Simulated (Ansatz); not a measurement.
A nudged elastic band was laid between two geometries of a periodic cell of 19 atoms, Rb₈CCl₈O₂ (surface RbCl(100), adsorbate CO2).

All numbers below come from DFT PBEsol, scalar-relativistic, plane waves, PAW (Ansatz 0.2.0). Settings: cutoff 420 eV, k mesh 2x2x1, gaussian smearing 0.05 eV, no spin polarisation.

- movable images: 7
- climbing image: yes
- spring: 5.0 eV/Å²
- optimiser: quadratic models (default)
- start path: straight line
- force threshold: 0.05 eV/Å
- iteration limit: 10
- end points: relaxed
- atoms held: 1, 5, 9, 13

Initial state:

```xyz
19
Lattice="7.8719 0.0000 0.0000 0.0000 7.8719 0.0000 0.0000 0.0000 18.9040" Properties=species:S:1:pos:R:3
Rb 0.000 0.000 1.000
Cl 1.946 1.993 -0.704
Rb -0.002 -0.312 4.799
Cl 2.127 1.777 3.012
Rb 0.000 3.936 1.000
Cl 1.981 5.899 2.252
Rb -0.036 3.760 7.629
Cl 2.011 5.591 6.252
Rb 3.936 0.000 1.000
Cl 5.909 1.958 2.245
Rb 3.935 -0.168 5.075
Cl 5.972 1.772 6.278
Rb 3.936 3.936 1.000
Cl 5.883 5.922 2.339
Rb 4.254 3.867 4.806
Cl 5.952 5.841 6.497
C 0.797 7.315 8.508
O 1.004 8.300 7.913
O 0.579 6.382 9.174
```

Final state:

```xyz
19
Lattice="7.8719 0.0000 0.0000 0.0000 7.8719 0.0000 0.0000 0.0000 18.9040" Properties=species:S:1:pos:R:3
Rb 0.000 0.000 1.000
Cl 1.967 1.956 1.914
Rb -2.030 1.511 5.337
Cl -0.062 3.867 5.611
Rb 0.000 3.936 1.000
Cl 1.967 5.919 2.005
Rb -2.030 5.378 7.462
Cl -0.079 7.785 7.255
Rb 3.936 0.000 1.000
Cl 5.905 1.951 1.993
Rb 1.904 2.269 7.361
Cl 3.874 3.865 5.615
Rb 3.936 3.936 1.000
Cl 5.905 5.918 1.927
Rb 1.908 6.216 5.352
Cl 3.892 7.788 7.261
C -2.014 8.581 9.512
O -2.014 9.715 9.224
O -2.019 7.491 9.940
```

Q: Which bonds break or form, and what moves?

A: Contacts lost: Rb1–Cl4, Rb3–Cl6, Rb3–Cl14, Cl4–Rb5, Cl4–Rb9, Cl4–Rb13, Rb9–Rb11, Cl10–Rb15. Contacts made: Rb1–Rb15, Rb3–Rb9, Rb3–Cl10, Cl4–Rb7, Cl6–Rb15, Rb7–Rb11. The atom that moves furthest is Cl4, by 3.99 Å; four of its nearest neighbours are Rb9 3.24, Rb11 3.36, Rb1 3.42, Rb13 3.46 Å at the first end and Rb15 3.08, Rb11 3.08, Rb3 3.08, Rb7 3.10 Å at the last.

Q: Give the energies along the band, and the barrier.

A: It did not converge within its limit. The highest image is number 7 of 0 to 8, 1.22 eV above the first end and 0.02 eV above the last; the last end lies 1.20 eV above the first. The band didn't meet its force threshold, so its energies are provisional: the largest band force was still 0.14 eV/Å, and over the last iterations the top stayed at 1.22 eV. Neighbouring images lie up to 2.3 Å apart, so the band is torn or far too coarse. Inner images lie below an end point, which means an intermediate or an end that isn't the lowest structure nearby. Limits of this set-up: thin slab, slab without dipole correction, no dispersion correction for a molecule that may bind weakly, a typed lattice constant that wasn't relaxed here.

```json
{"image": "0", "path coordinate (Å)": "0.00", "energy (eV)": "0.00", "Rb1–Cl4 (Å)": "3.42", "Rb3–Cl6 (Å)": "3.63", "Rb3–Cl14 (Å)": "3.56"}
{"image": "1", "path coordinate (Å)": "1.83", "energy (eV)": "-0.03", "Rb1–Cl4 (Å)": "3.41", "Rb3–Cl6 (Å)": "3.98", "Rb3–Cl14 (Å)": "3.42"}
{"image": "2", "path coordinate (Å)": "3.66", "energy (eV)": "-0.06", "Rb1–Cl4 (Å)": "3.42", "Rb3–Cl6 (Å)": "4.39", "Rb3–Cl14 (Å)": "3.44"}
{"image": "3", "path coordinate (Å)": "5.50", "energy (eV)": "-0.01", "Rb1–Cl4 (Å)": "3.41", "Rb3–Cl6 (Å)": "4.74", "Rb3–Cl14 (Å)": "3.48"}
{"image": "4", "path coordinate (Å)": "7.33", "energy (eV)": "0.17", "Rb1–Cl4 (Å)": "3.82", "Rb3–Cl6 (Å)": "5.01", "Rb3–Cl14 (Å)": "3.68"}
{"image": "5", "path coordinate (Å)": "9.17", "energy (eV)": "0.31", "Rb1–Cl4 (Å)": "4.90", "Rb3–Cl6 (Å)": "5.15", "Rb3–Cl14 (Å)": "3.84"}
{"image": "6", "path coordinate (Å)": "11.00", "energy (eV)": "0.49", "Rb1–Cl4 (Å)": "5.60", "Rb3–Cl6 (Å)": "5.59", "Rb3–Cl14 (Å)": "4.40"}
{"image": "7", "path coordinate (Å)": "12.83", "energy (eV)": "1.22", "Rb1–Cl4 (Å)": "5.66", "Rb3–Cl6 (Å)": "5.62", "Rb3–Cl14 (Å)": "4.39"}
{"image": "8", "path coordinate (Å)": "15.17", "energy (eV)": "1.20", "Rb1–Cl4 (Å)": "6.02", "Rb3–Cl6 (Å)": "6.17", "Rb3–Cl14 (Å)": "4.86"}
```

Run time: 17 min on 2 threads of Intel(R) Xeon(R) Platinum 8259CL CPU @ 2.50GHz (Skylake/Cascade Lake), with other jobs on the host, peak memory 3.1 GiB.
